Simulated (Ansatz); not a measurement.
# Ta3Os: the cost of one run

All numbers are computed with the Python package of Ansatz 0.2.0. The levels of theory stand in the script.

## (1) Starting point

The structure is cubic, space group Fm-3m (No. 225). The conventional cell has a = 6.446 Å, b = 6.446 Å, c = 6.446 Å, α = 90.00°, β = 90.00°, γ = 90.00°. Around Ta (site symmetry -43m) lie 4 Ta at 2.79 Å and 4 Os at 2.79 Å. Ta (site symmetry m-3m) has 8 Ta at 2.79 Å in its first shell of neighbours. Os (site symmetry m-3m) is surrounded by 8 Ta at 2.79 Å.

No structure file is read: the coordinates are typed or built in the script.

## (2) The code

run_lattice.py

```python
"""Relaxed cell of Ta3Os under several functionals."""

import ansatz as az
import numpy as np

SETTINGS = {
    "k_density": 3.4,
    "smearing": "Marzari-Vanderbilt",
    "force_tol": 0.03,
}

def edges_and_angles(cell):
    cell = np.asarray(cell)
    a, b, c = np.linalg.norm(cell, axis=1)
    cosines = cell[1] @ cell[2] / (b * c), cell[0] @ cell[2] / (a * c), cell[0] @ cell[1] / (a * b)
    return (a, b, c, *np.degrees(np.arccos(cosines)))

crystal = (
    az.Lattice.fcc(6.44564)
    .space_group(225)
    .atom("Ta", (0.25, 0.75, 0.75))
    .atom("Ta", (0.5, 0.0, 0.0))
    .atom("Os", (0.0, 0.0, 0.0))
    .primitive()
)

calculation = crystal.calculation()
calculation = calculation.kpoints(density=SETTINGS["k_density"])
calculation = calculation.occupations(SETTINGS["smearing"])
calculation = calculation.relax(cell=True, force_tolerance=SETTINGS["force_tol"])

levels = [("pbesol", "none"), ("lda", "none"), ("pbesol", "d3bj")]
print("level            a       b       c    alpha   beta  gamma  V/atom  steps")
for name, dispersion in levels:
    seen = []
    run = calculation.functional(name, dispersion=dispersion).session().plan()
    res = run.execute(on_event=lambda e: seen.append(e) if e["event"] == "relax_step" else None)
    cell = res.lattice.cell_ang
    label = name if dispersion == "none" else f"{name}+{dispersion}"
    print("{:13s} {:7.4f} {:7.4f} {:7.4f} {:6.2f} {:6.2f} {:6.2f}".format(label, *edges_and_angles(cell)), f"{abs(np.linalg.det(cell)) / len(res.lattice.sites):7.3f} {len(seen):5d}")
```

## (3) The calls as engine input

The engine receives this input (first run):

```yaml
crystal:
  lattice:
    bravais: fcc
    a: 6.44564
  space_group: 225
  atoms:
    - { symbol: Ta, position: [0.25, 0.75, 0.75] }
    - { symbol: Ta, position: [0.5, 0.0, 0.0] }
    - { symbol: Os, position: [0.0, 0.0, 0.0] }
  reduce_to_primitive: true
kpoints:
  mp_grid:
    kspacing: 0.29411764705882354
hamiltonian:
  xc: pbesol
  dispersion: none
scf:
  occupations:
    method: cold
relax:
  f_tol: 0.03
  cell: {}
```

## (4) Launch

Run with:

```
> python run_lattice.py
```

**Question.** How long does this script take on 1 thread of Arm Neoverse V1, shared host, and how much memory does it need?

About 39 s, with a peak of 0.43 GiB.
